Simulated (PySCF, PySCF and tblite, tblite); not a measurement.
# C4H9BFN: a path driven as rotation about a bond, and NMR exchange

Aim: the barrier and rate of rotation about a bond in C4H9BFN (`C=CB(F)N(C)C`), and what it does to NMR lines.

Programs: PySCF 2.14.0 with density-fitted response routines of our own, and tblite 0.8.0. All values are computed, except where a source is named. Atoms count from 0 throughout.

## 1. The starting structure

16 atoms, charge 0, multiplicity 1; geometry from: force field or distance geometry start.

Bonds of the start (Å): B2–F3 1.43, B2–N4 1.55, C0–C1 1.35, C0–H7 1.09, C0–H8 1.09, C1–B2 1.57, C1–H9 1.08, C5–H10 1.12, C5–H11 1.12, C5–H12 1.11, C6–H13 1.11, C6–H14 1.11, C6–H15 1.12, N4–C5 1.46, N4–C6 1.48.

## 2. GFN2-xTB relaxation, start minimum

Job settings and geometry (Å):

```
{"job": {"xc": "GFN2-xTB", "basis": "xTB", "kind": "relax"}, "charge": 0, "multiplicity": 1}
C      2.939100     0.590200     0.189400
C      1.619100     0.819300     0.021000
B      0.584400    -0.354400     0.077600
F      1.007100    -1.708000     0.283400
N     -0.917300    -0.035300    -0.108700
C     -1.673800    -0.434400     1.078100
C     -1.429000    -0.734500    -1.302900
H      3.633800     1.428700     0.158500
H      3.325500    -0.410200     0.358300
H      1.266000     1.826400    -0.129700
H     -1.597200    -1.531500     1.264600
H     -1.298500     0.111200     1.975400
H     -2.745800    -0.164100     0.971100
H     -2.493100    -0.475600    -1.464800
H     -0.877800    -0.411000    -2.207300
H     -1.350300    -1.841900    -1.175600
```

Started as:

```console
$ OMP_NUM_THREADS=1 python ens_run.py task.json out
```

One launch serves the whole session.

The program printed:

```text
step      E/eV     max force
  0    -599.59220    2.735
  1    -599.77465    1.761
  2    -599.85484    1.643
  3    -599.89466    0.504
  4    -599.91062    0.250
  5    -599.92319    0.235
  6    -599.93050    0.287
  7    -599.93632    0.204
  8    -599.93808    0.127
  9    -599.93931    0.145
 10    -599.94059    0.112
 11    -599.94193    0.113
 12    -599.94315    0.120
 13    -599.94432    0.133
 14    -599.94546    0.124
 15    -599.94650    0.093
 16    -599.94730    0.090
 17    -599.94788    0.067
 18    -599.94831    0.062
 19    -599.94863    0.036
 20    -599.94879    0.034
 21    -599.94886    0.024
 22    -599.94892    0.025
 23    -599.94900    0.031
 24    -599.94911    0.045
 25    -599.94926    0.053
 26    -599.94946    0.051
 27    -599.94974    0.051
 28    -599.95015    0.067
 29    -599.95068    0.078
 30    -599.95116    0.057
 31    -599.95142    0.028
 32    -599.95156    0.031
 33    -599.95168    0.033
 34    -599.95182    0.039
 35    -599.95197    0.041
 36    -599.95211    0.042
 37    -599.95226    0.029
 38    -599.95238    0.024
 39    -599.95247    0.023
 40    -599.95255    0.025
 41    -599.95267    0.031
 42    -599.95285    0.040
 43    -599.95314    0.048
 44    -599.95353    0.055
 45    -599.95414    0.074
 46    -599.95548    0.113
 47    -599.95666    0.394
 48    -599.96105    0.288
 49    -599.97277    0.314
 50    -600.01019    0.673
 51    -600.02123    1.174
 52    -600.15078    0.717
 53    -600.24977    1.067
 54    -600.30384    0.584
 55    -600.32419    1.279
 56    -600.36671    0.746
 57    -600.40578    0.317
 58    -600.46961    0.370
 59    -600.50851    0.388
 60    -600.53732    0.377
 61    -600.56258    0.389
 62    -600.57392    0.618
 63    -600.60434    0.371
 64    -600.62070    0.445
 65    -600.65490    0.474
 66    -600.68880    0.343
 67    -600.71827    0.379
 68    -600.73958    0.399
 69    -600.76802    0.389
 70    -600.78831    0.549
 71    -600.80223    0.455
 72    -600.81455    0.387
 73    -600.82745    0.309
 74    -600.83909    0.227
 75    -600.84905    0.256
 76    -600.85601    0.192
 77    -600.86121    0.175
 78    -600.86452    0.255
 79    -600.86809    0.132
 80    -600.87166    0.142
 81    -600.87465    0.134
 82    -600.87758    0.105
 83    -600.87974    0.106
 84    -600.88163    0.095
 85    -600.88339    0.089
 86    -600.88505    0.092
 87    -600.88671    0.102
 88    -600.88838    0.114
 89    -600.88989    0.099
 90    -600.89098    0.081
 91    -600.89173    0.084
 92    -600.89250    0.081
 93    -600.89370    0.089
 94    -600.89563    0.116
 95    -600.89848    0.128
 96    -600.90196    0.137
 97    -600.90547    0.147
 98    -600.90818    0.153
 99    -600.90987    0.085
100    -600.91041    0.133
101    -600.91155    0.074
102    -600.91211    0.065
103    -600.91298    0.055
104    -600.91338    0.051
105    -600.91386    0.054
106    -600.91431    0.050
107    -600.91486    0.052
108    -600.91531    0.051
109    -600.91562    0.035
110    -600.91581    0.030
111    -600.91597    0.026
112    -600.91612    0.027
113    -600.91625    0.031
114    -600.91637    0.028
115    -600.91648    0.028
116    -600.91661    0.031
117    -600.91676    0.039
118    -600.91699    0.044
119    -600.91734    0.045
120    -600.91783    0.053
121    -600.91835    0.046
122    -600.91876    0.054
123    -600.91902    0.046
124    -600.91935    0.038
125    -600.91968    0.036
126    -600.91987    0.030
127    -600.92004    0.028
128    -600.92019    0.029
129    -600.92037    0.029
130    -600.92059    0.035
131    -600.92081    0.041
132    -600.92104    0.044
133    -600.92124    0.043
134    -600.92144    0.041
135    -600.92164    0.042
136    -600.92184    0.044
137    -600.92206    0.039
138    -600.92232    0.051
139    -600.92265    0.060
140    -600.92301    0.053
141    -600.92336    0.066
142    -600.92369    0.041
143    -600.92408    0.050
144    -600.92438    0.041
145    -600.92454    0.040
146    -600.92467    0.027
147    -600.92478    0.027
148    -600.92487    0.018
149    -600.92496    0.021
150    -600.92502    0.022
151    -600.92507    0.019
152    -600.92512    0.017
153    -600.92515    0.012
154    -600.92519    0.012
155    -600.92522    0.014
156    -600.92526    0.014
157    -600.92529    0.013
158    -600.92532    0.011
159    -600.92534    0.012
160    -600.92537    0.013
161    -600.92540    0.012
162    -600.92544    0.016
163    -600.92547    0.017
164    -600.92551    0.015
165    -600.92556    0.015
166    -600.92562    0.019
167    -600.92570    0.022
168    -600.92582    0.021
169    -600.92595    0.025
170    -600.92607    0.024
171    -600.92616    0.022
172    -600.92619    0.040
173    -600.92627    0.020
174    -600.92633    0.018
175    -600.92639    0.017
176    -600.92643    0.015
177    -600.92646    0.013
178    -600.92649    0.010
179    -600.92651    0.009
180    -600.92652    0.008
181    -600.92652    0.004
182    -600.92653    0.003
183    -600.92653    0.004
184    -600.92653    0.003
185    -600.92653    0.002
```

It took 0.91 s on 1 thread of Intel Xeon Platinum 8488C, shared host.

The energy fell by 1.334 eV, and the atoms moved 0.97 Å (root mean square).

## 3. Relaxed scan, rotation

Job settings and geometry (Å):

```
{"job": {"xc": "GFN2-xTB", "basis": "xTB", "coordinate": [["t", [1, 2, 4, 5], 0.25], ["t", [1, 2, 4, 6], 0.25], ["t", [3, 2, 4, 5], 0.25], ["t", [3, 2, 4, 6], 0.25]], "kind": "drive"}, "charge": 0, "multiplicity": 1}
C      2.850124     0.715088     0.355540
C      1.553377     0.538718     0.587410
B      0.632490    -0.285587    -0.369377
F      1.204070    -0.832306    -1.463592
N     -0.731513    -0.514927    -0.203763
C     -1.539650    -0.026218     0.888030
C     -1.509822    -1.294529    -1.143744
H      3.491030     1.282915     1.012609
H      3.320024     0.288998    -0.515876
H      1.140051     0.992992     1.480532
H     -1.988571    -0.863479     1.431866
H     -0.937116     0.555604     1.577650
H     -2.348617     0.605673     0.507814
H     -2.314219    -0.685174    -1.566566
H     -0.871350    -1.646027    -1.948623
H     -1.957907    -2.157059    -0.641319
```

The program printed:

```text
point  coordinate     E/eV
  0    -75.700     -600.88701
  1    -61.400     -600.77506
  2    -47.100     -600.58232
  3    -32.400     -600.32667
  4    -16.900     -600.06244
  5     -0.000     -599.94930
  6     16.800     -600.06387
  7     32.500     -600.32763
  8     47.100     -600.58385
  9     61.500     -600.77760
 10     75.700     -600.89030
 11     89.900     -600.92094
```

It took 3.2 s on 1 thread of Intel Xeon Platinum 8488C, shared host.

The highest point is number 5, 21.6 kcal/mol above the first.

## 4. Nudged elastic band, leg 1

The job, as its differences from that of step 3:

```diff
@@ -1,2 +1,2 @@
-{"job": {"xc": "GFN2-xTB", "basis": "xTB", "coordinate": [["t", [1, 2, 4, 5], 0.25], ["t", [1, 2, 4, 6], 0.25], ["t", [3, 2, 4, 5], 0.25], ["t", [3, 2, 4, 6], 0.25]], "kind": "drive"}, "charge": 0, "multiplicity": 1}
+{"job": {"xc": "GFN2-xTB", "basis": "xTB", "kind": "neb"}, "charge": 0, "multiplicity": 1}
 C      2.850124     0.715088     0.355540
```

The program printed:

```text
image   E - E0 / eV
  0       0.0000
  1       0.1449
  2       0.5659
  3       0.9765
  4       0.5172
  5       0.1076
  6       0.0001
```

It took 2.5 s on 1 thread of Intel Xeon Platinum 8488C, shared host.

The highest point is number 3, 22.5 kcal/mol above the first.

## 5. Saddle search, leg 1

Job settings and geometry (Å):

```
{"job": {"xc": "GFN2-xTB", "basis": "xTB", "kind": "saddle"}, "charge": 0, "multiplicity": 1}
C      2.936842     0.771593     0.150649
C      1.784143     0.254711     0.572249
B      0.447357     0.382816    -0.215200
F      0.414178     1.172797    -1.290554
N     -0.762749    -0.346831     0.171822
C     -1.881420     0.459645     0.626864
C     -1.182841    -1.384176    -0.754588
H      3.860714     0.664441     0.698331
H      2.993936     1.322666    -0.774789
H      1.776327    -0.298613     1.502850
H     -2.608153    -0.191598     1.117616
H     -1.522176     1.191150     1.348558
H     -2.386769     0.992528    -0.192520
H     -1.651385    -0.980452    -1.664554
H     -0.315712    -1.975547    -1.043649
H     -1.902294    -2.035130    -0.253084
```

The program printed:

```text
step      E/eV     max force
  0    -599.95008   0.0094
  1    -599.95185   0.0962
  2    -599.95113   0.0271
  3    -599.95055   0.0073
  4    -599.95109   0.0086
  5    -599.95151   0.0151
  6    -599.95187   0.0064
  7    -599.95224   0.0185
  8    -599.95248   0.0221
  9    -599.95258   0.0219
 10    -599.95259   0.0022
lowest wavenumbers (cm-1): -156.4 61.4 125.5 150.1 188.6 200.3
```

Wall time 3.3 s (1 thread of Intel Xeon Platinum 8488C, shared host).

Point group Cs; 1 imaginary mode, 156i cm⁻¹, carried by F3, C6, C5, C1. Steps downhill from it reached both ends.

## 6. Saddle search, other pyramid

Job settings and geometry (Å):

```
{"job": {"xc": "GFN2-xTB", "basis": "xTB", "kind": "saddle"}, "charge": 0, "multiplicity": 1}
C      2.919338     0.835768     0.184336
C      1.801728     0.206806     0.544161
B      0.462493     0.328674    -0.239645
F      0.429820     1.105119    -1.324975
N     -0.757801    -0.373591     0.168083
C     -0.708014    -1.822034     0.065132
C     -1.336120     0.059586     1.428613
H      3.844194     0.745940     0.733440
H      2.943451     1.471594    -0.686676
H      1.823341    -0.421607     1.425505
H     -1.721903    -2.216911     0.158451
H     -0.313075    -2.095443    -0.911839
H     -0.079568    -2.285095     0.840544
H     -0.753017    -0.268117     2.302260
H     -1.395103     1.146614     1.437649
H     -2.345515    -0.348811     1.511998
```

The program printed:

```text
step      E/eV     max force
  0    -599.91312   0.3588
  1    -599.92509   0.0623
  2    -599.92538   0.0050
  3    -599.92395   0.0530
  4    -599.92542   0.0046
  5    -599.92544   0.0033
lowest wavenumbers (cm-1): -165.9 58.0 117.5 152.8 194.5 198.1
```

Run time: 2.2 s. Hardware: 1 thread of Intel Xeon Platinum 8488C, shared host.

Point group Cs; 1 imaginary mode, 166i cm⁻¹, carried by F3, C1, C5, C6. Steps downhill from it reached both ends.

(Part 1 of 2 ends here.)
